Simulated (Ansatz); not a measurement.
# WSe: a scan of the volume

Aim, for WSe: follow the energy without spin against volume.

Method: DFT PBE+U, scalar-relativistic, plane waves, PAW, in Ansatz 0.2.0.

1 further run of the same task is left out (it didn't finish). Runs told in other sessions of the task aren't counted.

## 1. The structure to begin with

Symmetry: Pm-3m, No. 221, cubic system. Conventional cell: a = 3.549 Å, b = 3.549 Å, c = 3.549 Å, α = 90.00°, β = 90.00°, γ = 90.00°. Around W (site symmetry m-3m) lie 8 Se at 3.07 Å. Se (site symmetry m-3m) is surrounded by 8 W at 3.07 Å.

Coordinates:

```
W Se
1.0
     3.54867    0.00000    0.00000
     0.00000    3.54867    0.00000
     0.00000    0.00000    3.54867
W Se
1 1
Direct
  0.00000 0.00000 0.00000
  0.50000 0.50000 0.50000
```

It is the result of an earlier relaxation at this level (volume 22.34 Å³/atom; gap on the mesh: none (metal), site moments up to 3.6 μB).

The structure is invented: a known structure type filled with these elements, not a reported compound.

## 2. V/V0 = 0.8, start: no spin polarisation

The input, input.yaml:

```yaml
crystal:
  lattice:
    - [3.2942947816, 0.0, 0.0]
    - [0.0, 3.2942947816, 0.0]
    - [0.0, 0.0, 3.2942947816]
  atoms:
    - { symbol: W, position: [0.0, 0.0, 0.0] }
    - { symbol: Se, position: [0.5, 0.5, 0.5] }
basis:
  ecutwfc: 420
kpoints:
  mp_grid: { grid: [12, 12, 12] }
hamiltonian:
  xc: pbe
  hubbard: { sites: [{ species: W, l: d, u_eff: 6.2 }] }
scf:
  occupations: { method: gaussian, width: 0.1 }
output:
  forces: true
  stress: true
  eigenvalues: true
```

Command:

```
> ansatz run input.yaml --threads 1 --pin off --max-ram 2560MiB --backend cpu --events-out ev --progress --plain --runs-dir out
```

The log of the run, shortened:

```text
Warning: RAYON_NUM_THREADS=1 ignored (pool sized by the plan → 1); use --threads N
W: projections on atomic orbitals take those of the free atom [Kr 4d10 4f14] 5s2 5p6 5d4 6s2, of charge +0.00 (hamiltonian.pseudopotentials.projection_atoms); the dataset's partial waves leave at most 6.5e-5 of an orbital's norm unspanned inside its sphere
Se: projections on atomic orbitals take those of the free atom [Ar] 3d10 4s2 4p4, of charge +0.00 (hamiltonian.pseudopotentials.projection_atoms); the dataset's partial waves leave at most 2.3e-6 of an orbital's norm unspanned inside its sphere
[...]
Pseudopotentials: kind: paw
Pseudopotential: W, paw, valence charge 14, recommended cutoff 420 eV (normal), W.paw.azcp
Pseudopotential: Se, paw, valence charge 16, recommended cutoff 420 eV (normal), Se.paw.azcp
Functional definition: PBE
[...]
Crystal: 2 atoms, lattice volume = 35.751 Å³
Basis set: ecut = 420 eV, 739 PW (Γ), exchange–correlation on 48×48×48 points (8 copies of the dense FFT grid, shifted against one another)
Bands: 19, of which v1, the nominal top of the filled ones, is band 15 counted from 1 (14 counted from 0)
Symmetry: 48 space group operations
Space group: Pm-3m (ITA 221), of the structure as read, at distance tolerance 3.3e-5 Å
k-points: 84 of 1728
[...]
SCF iter   1: F=—  HF=-15844.525456 eV  |F-HF|=—  |Δ(HF+E_count)|=         —  Δρ=2.96e-2  dr2=2.70e-1  ethr=8.99e-4  ⟨swp⟩=1.0  Hψ=9000  notcnv=0
[...]
iteration 31: the SCF's residuals had fallen too slowly under its mixing. It goes on by minimising its free energy, and can end on another state than longer mixing would; under `scf.algorithm: density_mixing` no SCF does so, but by `scf.convergence.dm_fallback`
[...]
SCF iter  37: F=-15845.872549 eV  HF=-15845.872549 eV  |F-HF|=5.57e-10  |Δ(HF+E_count)|=  3.64e-12  Δρ=1.08e-6  dr2=2.04e-10  ethr=1.00e-12  ⟨swp⟩=1.2  Hψ=5346  notcnv=0
[...]
SCF converged after 37 iterations
Free energy (F): -15845.872549 eV
[...]
E sigma→0 (E₀):  -15845.872549 eV
Entropy (-TS):   -0.000001 eV (-0.001 meV/atom)
Fermi energy:    17.318817 eV
[...]
--- Forces (eV/Å), atoms counted from 1 ---
  atom   1  W     -0.00000000    -0.00000000    -0.00000000
  atom   2  Se     0.00000000     0.00000000     0.00000000
[...]
--- Stress (GPa, compression-positive) ---
        8.574979       0.000000       0.000000
        0.000000       8.574979       0.000000
       -0.000000       0.000000       8.574979
  P = ⅓ Tr σ = 8.5750 GPa (85.750 kbar)
--- Band table (eV; the first three rows and the last of 84) ---
  k-point 0: bands = ["-57.0640", "-31.0161", "-31.0161", "-31.0149", "-31.0149", "-31.0149", "-21.2597", "-21.2597", "-21.2597", "1.3828", "11.4100", "11.4100", "15.2891", "15.2891", "15.2891", "17.7201", "19.9394", "19.9394", "19.9394"]
[...]
Occupation matrices written to <dir>
```

Run time: 34 s. Hardware: 1 thread of Intel Xeon Platinum 8259CL at 2.50GHz (Skylake/Cascade Lake), shared host; peak memory 0.5 GiB.

This run gives -7922.9363 eV/atom at zero smearing, pressure 8.57 GPa and a gap of 0.50 eV on the mesh.

## 3. V/V0 = 0.86, start: no spin polarisation

input.yaml, as its differences from that of step 2:

```diff
@@ -2,5 +2,5 @@
   lattice:
-    - [3.2942947816, 0.0, 0.0]
-    - [0.0, 3.2942947816, 0.0]
-    - [0.0, 0.0, 3.2942947816]
+    - [3.3746749393, 0.0, 0.0]
+    - [0.0, 3.3746749393, 0.0]
+    - [0.0, 0.0, 3.3746749393]
   atoms:
```

Command:

```
> ansatz run input.yaml --threads 1 --pin off --max-ram 2560MiB --backend cpu --events-out ev --progress --plain --runs-dir out
```

The log of the run, shortened:

```text
Warning: RAYON_NUM_THREADS=1 ignored (pool sized by the plan → 1); use --threads N
W: projections on atomic orbitals take those of the free atom [Kr 4d10 4f14] 5s2 5p6 5d4 6s2, of charge +0.00 (hamiltonian.pseudopotentials.projection_atoms); the dataset's partial waves leave at most 6.5e-5 of an orbital's norm unspanned inside its sphere
Se: projections on atomic orbitals take those of the free atom [Ar] 3d10 4s2 4p4, of charge +0.00 (hamiltonian.pseudopotentials.projection_atoms); the dataset's partial waves leave at most 2.3e-6 of an orbital's norm unspanned inside its sphere
[...]
[... 4 set-up lines as earlier in the session ...]
[...]
Crystal: 2 atoms, lattice volume = 38.432 Å³
[...]
SCF iter  42: F=-15845.950122 eV  HF=-15845.950122 eV  |F-HF|=3.95e-9  |Δ(HF+E_count)|=  3.64e-12  Δρ=3.29e-6  dr2=4.90e-9  ethr=1.63e-11  ⟨swp⟩=2.0  Hψ=6235  notcnv=0
[...]
SCF converged after 42 iterations
Free energy (F): -15845.950122 eV
[...]
E sigma→0 (E₀):  -15845.950121 eV
Entropy (-TS):   -0.000001 eV (-0.000 meV/atom)
Fermi energy:    15.501483 eV
[...]
--- Forces (eV/Å), atoms counted from 1 ---
  atom   1  W     -0.00000000    -0.00000000    -0.00000000
  atom   2  Se     0.00000000    -0.00000000     0.00000000
[...]
--- Stress (GPa, compression-positive) ---
        1.125643       0.000000       0.000000
       -0.000000       1.125643       0.000000
        0.000000       0.000000       1.125643
  P = ⅓ Tr σ = 1.1256 GPa (11.256 kbar)
--- Band table (eV; the first three rows and the last of 84) ---
[... band rows left out ...]
[...]
Occupation matrices written to <dir>
```

It took 46 s on 1 thread of Intel Xeon Platinum 8259CL at 2.50GHz (Skylake/Cascade Lake), shared host; peak memory 0.51 GiB.

This run gives -7922.9751 eV/atom at zero smearing, pressure 1.13 GPa and a gap of 0.46 eV on the mesh.

## 4. V/V0 = 0.92, start: no spin polarisation

input.yaml, as its differences from that of step 3:

```diff
@@ -2,5 +2,5 @@
   lattice:
-    - [3.3746749393, 0.0, 0.0]
-    - [0.0, 3.3746749393, 0.0]
-    - [0.0, 0.0, 3.3746749393]
+    - [3.4513982277, 0.0, 0.0]
+    - [0.0, 3.4513982277, 0.0]
+    - [0.0, 0.0, 3.4513982277]
   atoms:
```

Command:

```
> ansatz run input.yaml --threads 1 --pin off --max-ram 2560MiB --backend cpu --events-out ev --progress --plain --runs-dir out
```

The log of the run, shortened:

```text
Warning: RAYON_NUM_THREADS=1 ignored (pool sized by the plan → 1); use --threads N
W: projections on atomic orbitals take those of the free atom [Kr 4d10 4f14] 5s2 5p6 5d4 6s2, of charge +0.00 (hamiltonian.pseudopotentials.projection_atoms); the dataset's partial waves leave at most 6.5e-5 of an orbital's norm unspanned inside its sphere
Se: projections on atomic orbitals take those of the free atom [Ar] 3d10 4s2 4p4, of charge +0.00 (hamiltonian.pseudopotentials.projection_atoms); the dataset's partial waves leave at most 2.3e-6 of an orbital's norm unspanned inside its sphere
[...]
[... 4 set-up lines as earlier in the session ...]
[...]
Crystal: 2 atoms, lattice volume = 41.114 Å³
[...]
SCF iter  14: F=-15845.922711 eV  HF=-15845.922710 eV  |F-HF|=7.73e-8  |Δ(HF+E_count)|=   9.72e-7  Δρ=1.82e-5  dr2=8.43e-8  ethr=3.33e-10  ⟨swp⟩=4.0  Hψ=7584  notcnv=0
[...]
SCF converged after 14 iterations
Free energy (F): -15845.922711 eV
[...]
E sigma→0 (E₀):  -15845.922659 eV
Entropy (-TS):   -0.000104 eV (-0.052 meV/atom)
Fermi energy:    14.018962 eV
[...]
--- Forces (eV/Å), atoms counted from 1 ---
  atom   1  W     -0.00000000    -0.00000000     0.00000000
  atom   2  Se    -0.00000000     0.00000000     0.00000000
[...]
--- Stress (GPa, compression-positive) ---
       -4.082073       0.000000       0.000000
       -0.000000      -4.082073       0.000000
        0.000000      -0.000000      -4.082073
  P = ⅓ Tr σ = -4.0821 GPa (-40.821 kbar)
--- Band table (eV; the first three rows and the last of 84) ---
  k-point 0: bands = ["-60.0429", "-33.4263", "-33.4263", "-33.4261", "-33.4261", "-33.4261", "-24.2165", "-24.2165", "-24.2165", "-0.3005", "9.0872", "9.0872", "12.7287", "12.7287", "12.7287", "13.9869", "17.2421", "17.2421", "17.2421"]
[...]
Occupation matrices written to <dir>
```

Wall time 13 s (1 thread of Intel Xeon Platinum 8259CL at 2.50GHz (Skylake/Cascade Lake), shared host); peak memory 0.44 GiB.

This run gives -7922.9613 eV/atom at zero smearing, pressure -4.08 GPa and no gap on the mesh. The log warns that the count of filled bands differs between k-points.

## 5. V/V0 = 0.96, start: no spin polarisation

input.yaml, as its differences from that of step 4:

```diff
@@ -2,5 +2,5 @@
   lattice:
-    - [3.4513982277, 0.0, 0.0]
-    - [0.0, 3.4513982277, 0.0]
-    - [0.0, 0.0, 3.4513982277]
+    - [3.500710579, 0.0, 0.0]
+    - [0.0, 3.500710579, 0.0]
+    - [0.0, 0.0, 3.500710579]
   atoms:
@@ -21 +21,5 @@
   eigenvalues: true
+  write_density: true
+  write_potential: true
+  elf: true
+  volumetric_format: npy
```

Command:

```
> ansatz run input.yaml --threads 1 --pin off --max-ram 2560MiB --backend cpu --events-out ev --progress --plain --runs-dir out
```

The log of the run, shortened:

```text
Warning: RAYON_NUM_THREADS=1 ignored (pool sized by the plan → 1); use --threads N
W: projections on atomic orbitals take those of the free atom [Kr 4d10 4f14] 5s2 5p6 5d4 6s2, of charge +0.00 (hamiltonian.pseudopotentials.projection_atoms); the dataset's partial waves leave at most 6.5e-5 of an orbital's norm unspanned inside its sphere
Se: projections on atomic orbitals take those of the free atom [Ar] 3d10 4s2 4p4, of charge +0.00 (hamiltonian.pseudopotentials.projection_atoms); the dataset's partial waves leave at most 2.3e-6 of an orbital's norm unspanned inside its sphere
[...]
[... 4 set-up lines as earlier in the session ...]
[...]
Crystal: 2 atoms, lattice volume = 42.901 Å³
[...]
  point 13 (-, 2.6e1 eV away): F - F(close) = -2.056e0 eV
[...]
SCF iter   7: F=-15845.862387 eV  HF=-15845.862387 eV  |F-HF|=1.48e-8  |Δ(HF+E_count)|=   4.53e-7  Δρ=1.30e-5  dr2=6.10e-8  ethr=3.33e-10  ⟨swp⟩=12.0  Hψ=12915  notcnv=0
[...]
The result is that of the SCF that stage 1 started: 2.8 eV lower in free energy than the state whose close was followed first; 18 iterations were spent on what was left
SCF converged after 7 iterations
Free energy (F): -15845.862387 eV
[...]
E sigma→0 (E₀):  -15845.862340 eV
Entropy (-TS):   -0.000094 eV (-0.047 meV/atom)
Fermi energy:    13.227165 eV
[...]
--- Forces (eV/Å), atoms counted from 1 ---
  atom   1  W     -0.00000000     0.00000000    -0.00000000
  atom   2  Se    -0.00000000     0.00000000    -0.00000000
[...]
--- Stress (GPa, compression-positive) ---
       -6.632733       0.000000       0.000000
        0.000000      -6.632733      -0.000000
        0.000000       0.000000      -6.632733
  P = ⅓ Tr σ = -6.6327 GPa (-66.327 kbar)
--- Band table (eV; the first three rows and the last of 84) ---
[... band rows left out ...]
[...]
Occupation matrices written to <dir>
```

It took 40 s on 1 thread of Intel Xeon Platinum 8259CL at 2.50GHz (Skylake/Cascade Lake), shared host; peak memory 0.48 GiB.

Density in a lattice plane of the grid's cell (edges 3.50 and 3.50 Å, at 0.000 of the third edge), which holds W.

Ten even steps from '0' (0.10 e/Å³) to '9' (5.40 e/Å³):
```
889974210000000001247998
998753100000000000135789
986531100000000000113568
654210000000000000001245
322100000000000000000122
111000000000000000000011
000000000000000000000000
000000000000000000000000
000000000000000000000000
000000000000000000000000
000000000000000000000000
000000000000000000000000
000000000000000000000000
111000000000000000000011
322100000000000000000122
654210000000000000001245
986531100000000000113568
998753100000000000135789
889974210000000001247998
679985310000000001358997
```
Columns run along the first of these edges and rows up along the second, over one cell in 24 and 20 even steps from the bottom left corner. Atoms in the plane (fractional): W at (0.00, 0.00).

ELF in the same plane.

Ten even steps from '0' (0.00) to '9' (0.88):
```
125799987653335678999752
567777766543334566777776
988754333332223333345788
998632112222222221123689
997521111111111111112579
987521111111111111112578
876421111111111111112467
655322111111111111122355
443322111110001111122334
333222111110001111122233
443322111110001111122334
655322111111111111122355
876421111111111111112467
987521111111111111112578
997521111111111111112579
998632112222222221123689
988754333332223333345788
567777766543334566777776
125799987653335678999752
014799998754345789999741
```
Columns run along the first of these edges and rows up along the second, over one cell in 24 and 20 even steps from the bottom left corner. Atoms in the plane (fractional): W at (0.00, 0.00).

Both are smooth fields of the valence electrons: close to the nuclei they are not physical.

The highest ELF values outside the cores: 0.80 in the shell around Se, 0.9 Å from Se.

Result: -7922.9312 eV/atom at zero smearing, pressure -6.63 GPa and no gap on the mesh. The log warns that the count of filled bands differs between k-points.

## 6. V/V0 = 1.04, start: no spin polarisation

input.yaml, as its differences from that of step 5:

```diff
@@ -2,5 +2,5 @@
   lattice:
-    - [3.500710579, 0.0, 0.0]
-    - [0.0, 3.500710579, 0.0]
-    - [0.0, 0.0, 3.500710579]
+    - [3.5953698793, 0.0, 0.0]
+    - [0.0, 3.5953698793, 0.0]
+    - [0.0, 0.0, 3.5953698793]
   atoms:
@@ -21,5 +21 @@
   eigenvalues: true
-  write_density: true
-  write_potential: true
-  elf: true
-  volumetric_format: npy
```

Command:

```
> ansatz run input.yaml --threads 1 --pin off --max-ram 2560MiB --backend cpu --events-out ev --progress --plain --runs-dir out
```

The log of the run, shortened:

```text
Warning: RAYON_NUM_THREADS=1 ignored (pool sized by the plan → 1); use --threads N
W: projections on atomic orbitals take those of the free atom [Kr 4d10 4f14] 5s2 5p6 5d4 6s2, of charge +0.00 (hamiltonian.pseudopotentials.projection_atoms); the dataset's partial waves leave at most 6.5e-5 of an orbital's norm unspanned inside its sphere
Se: projections on atomic orbitals take those of the free atom [Ar] 3d10 4s2 4p4, of charge +0.00 (hamiltonian.pseudopotentials.projection_atoms); the dataset's partial waves leave at most 2.3e-6 of an orbital's norm unspanned inside its sphere
[...]
[... 4 set-up lines as earlier in the session ...]
[...]
Crystal: 2 atoms, lattice volume = 46.476 Å³
[...]
SCF iter  15: F=-15845.671606 eV  HF=-15845.671606 eV  |F-HF|=1.67e-10  |Δ(HF+E_count)|=   4.27e-8  Δρ=3.58e-6  dr2=7.13e-9  ethr=3.33e-10  ⟨swp⟩=4.7  Hψ=5804  notcnv=0
[...]
SCF converged after 15 iterations
Free energy (F): -15845.671606 eV
[...]
E sigma→0 (E₀):  -15845.671551 eV
Entropy (-TS):   -0.000109 eV (-0.055 meV/atom)
Fermi energy:    11.863806 eV
[...]
--- Forces (eV/Å), atoms counted from 1 ---
  atom   1  W     -0.00000000    -0.00000000     0.00000000
  atom   2  Se     0.00000000     0.00000000     0.00000000
[...]
--- Stress (GPa, compression-positive) ---
      -10.162023       0.000000       0.000000
       -0.000000     -10.162023       0.000000
        0.000000       0.000000     -10.162023
  P = ⅓ Tr σ = -10.1620 GPa (-101.620 kbar)
--- Band table (eV; the first three rows and the last of 84) ---
  k-point 0: bands = ["-62.4026", "-35.3305", "-35.3305", "-35.3305", "-35.3303", "-35.3303", "-26.5604", "-26.5604", "-26.5604", "-1.6449", "7.2474", "7.2474", "10.7550", "10.7550", "10.7550", "11.1850", "15.0827", "15.0827", "15.0827"]
[...]
Occupation matrices written to <dir>
```

Wall time 15 s (1 thread of Intel Xeon Platinum 8259CL at 2.50GHz (Skylake/Cascade Lake), shared host); peak memory 0.43 GiB.

Result: -7922.8358 eV/atom at zero smearing, pressure -10.16 GPa and no gap on the mesh. The log warns that the count of filled bands differs between k-points.

## 7. V/V0 = 1.1, start: no spin polarisation

input.yaml, as its differences from that of step 6:

```diff
@@ -2,5 +2,5 @@
   lattice:
-    - [3.5953698793, 0.0, 0.0]
-    - [0.0, 3.5953698793, 0.0]
-    - [0.0, 0.0, 3.5953698793]
+    - [3.6632230033, 0.0, 0.0]
+    - [0.0, 3.6632230033, 0.0]
+    - [0.0, 0.0, 3.6632230033]
   atoms:
```

Command:

```
> ansatz run input.yaml --threads 1 --pin off --max-ram 2560MiB --backend cpu --events-out ev --progress --plain --runs-dir out
```

The log of the run, shortened:

```text
Warning: RAYON_NUM_THREADS=1 ignored (pool sized by the plan → 1); use --threads N
W: projections on atomic orbitals take those of the free atom [Kr 4d10 4f14] 5s2 5p6 5d4 6s2, of charge +0.00 (hamiltonian.pseudopotentials.projection_atoms); the dataset's partial waves leave at most 6.5e-5 of an orbital's norm unspanned inside its sphere
Se: projections on atomic orbitals take those of the free atom [Ar] 3d10 4s2 4p4, of charge +0.00 (hamiltonian.pseudopotentials.projection_atoms); the dataset's partial waves leave at most 2.3e-6 of an orbital's norm unspanned inside its sphere
[...]
[... 4 set-up lines as earlier in the session ...]
[...]
Crystal: 2 atoms, lattice volume = 49.158 Å³
[...]
The result is that of the SCF that stage 1 started: 3.3 eV lower in free energy than the state whose close was followed first; 17 iterations were spent on what was left
SCF converged after 7 iterations
Free energy (F): -15845.486918 eV
[...]
E sigma→0 (E₀):  -15845.486761 eV
Entropy (-TS):   -0.000313 eV (-0.156 meV/atom)
Fermi energy:    10.935739 eV
[...]
--- Forces (eV/Å), atoms counted from 1 ---
  atom   1  W      0.00000000     0.00000000     0.00000000
  atom   2  Se     0.00000000    -0.00000000     0.00000000
[...]
--- Stress (GPa, compression-positive) ---
      -11.789292       0.000000      -0.000000
       -0.000000     -11.789292       0.000000
        0.000000       0.000000     -11.789292
  P = ⅓ Tr σ = -11.7893 GPa (-117.893 kbar)
--- Band table (eV; the first three rows and the last of 84) ---
  k-point 0: bands = ["-63.4058", "-36.1402", "-36.1402", "-36.1402", "-36.1400", "-36.1400", "-27.5577", "-27.5577", "-27.5577", "-2.2252", "6.4591", "6.4591", "9.9278", "9.9278", "9.9278", "10.0371", "14.1590", "14.1590", "14.1590"]
[...]
Occupation matrices written to <dir>
```

It took 39 s on 1 thread of Intel Xeon Platinum 8259CL at 2.50GHz (Skylake/Cascade Lake), shared host; peak memory 0.48 GiB.

This run gives -7922.7434 eV/atom at zero smearing, pressure -11.79 GPa and no gap on the mesh. The log warns that the count of filled bands differs between k-points.

## 8. V/V0 = 1.18, start: no spin polarisation

input.yaml, as its differences from that of step 7:

```diff
@@ -2,5 +2,5 @@
   lattice:
-    - [3.6632230033, 0.0, 0.0]
-    - [0.0, 3.6632230033, 0.0]
-    - [0.0, 0.0, 3.6632230033]
+    - [3.7499585308, 0.0, 0.0]
+    - [0.0, 3.7499585308, 0.0]
+    - [0.0, 0.0, 3.7499585308]
   atoms:
```

Command:

```
> ansatz run input.yaml --threads 1 --pin off --max-ram 2560MiB --backend cpu --events-out ev --progress --plain --runs-dir out
```

The log of the run, shortened:

```text
Warning: RAYON_NUM_THREADS=1 ignored (pool sized by the plan → 1); use --threads N
W: projections on atomic orbitals take those of the free atom [Kr 4d10 4f14] 5s2 5p6 5d4 6s2, of charge +0.00 (hamiltonian.pseudopotentials.projection_atoms); the dataset's partial waves leave at most 6.5e-5 of an orbital's norm unspanned inside its sphere
Se: projections on atomic orbitals take those of the free atom [Ar] 3d10 4s2 4p4, of charge +0.00 (hamiltonian.pseudopotentials.projection_atoms); the dataset's partial waves leave at most 2.3e-6 of an orbital's norm unspanned inside its sphere
[...]
[... 4 set-up lines as earlier in the session ...]
[...]
Crystal: 2 atoms, lattice volume = 52.733 Å³
[...]
  point 13 (-, 2.6e1 eV away): F - F(close) = -2.987e0 eV
[...]
SCF iter   8: F=-15845.208246 eV  HF=-15845.208246 eV  |F-HF|=5.09e-11  |Δ(HF+E_count)|=   6.60e-8  Δρ=3.41e-6  dr2=5.65e-9  ethr=3.33e-10  ⟨swp⟩=8.0  Hψ=7662  notcnv=0
[...]
The result is that of the SCF that stage 1 started: 3.6 eV lower in free energy than the state whose close was followed first; 13 iterations were spent on what was left
SCF converged after 8 iterations
Free energy (F): -15845.208246 eV
[...]
E sigma→0 (E₀):  -15845.207933 eV
Entropy (-TS):   -0.000627 eV (-0.313 meV/atom)
Fermi energy:    9.827068 eV
[...]
--- Forces (eV/Å), atoms counted from 1 ---
  atom   1  W     -0.00000000    -0.00000000     0.00000000
  atom   2  Se    -0.00000000     0.00000000     0.00000000
[...]
--- Stress (GPa, compression-positive) ---
      -13.048527      -0.000000       0.000000
        0.000000     -13.048527       0.000000
       -0.000000       0.000000     -13.048527
  P = ⅓ Tr σ = -13.0485 GPa (-130.485 kbar)
--- Band table (eV; the first three rows and the last of 84) ---
[... band rows left out ...]
[...]
Occupation matrices written to <dir>
```

Run time: 41 s. Hardware: 1 thread of Intel Xeon Platinum 8259CL at 2.50GHz (Skylake/Cascade Lake), shared host; peak memory 0.49 GiB.

Result: -7922.6040 eV/atom at zero smearing, pressure -13.05 GPa and no gap on the mesh. The log warns that the count of filled bands differs between k-points.

## 9. The sweep of the volume side by side

The cell is scaled evenly at fixed fractional positions; V0 is the volume of the base cell. Start: no spin polarisation.

```csv
V/V0,energy above the lowest (meV/atom),pressure (GPa)
0.80,38.8,8.6
0.86,0.00,1.1
0.92,13.7,-4.1
0.96,43.9,-6.6
1.00,86.7,-8.6
1.04,139,-10.2
1.10,232,-11.8
1.18,371,-13.0
```

## 10. Results

```
                                  quantity        value
lowest point, start “no spin polarisation”  V/V0 = 0.86
```

**Reading.** For the start “no spin polarisation” the lowest point lies at V/V0 = 0.86. The pressure passes through zero near V/V0 = 0.873, about 19.51 Å³/atom. The base cell is magnetic, so this curve without spin is not the ground state's. Spin-orbit coupling is left out, which matters for the bands of W.
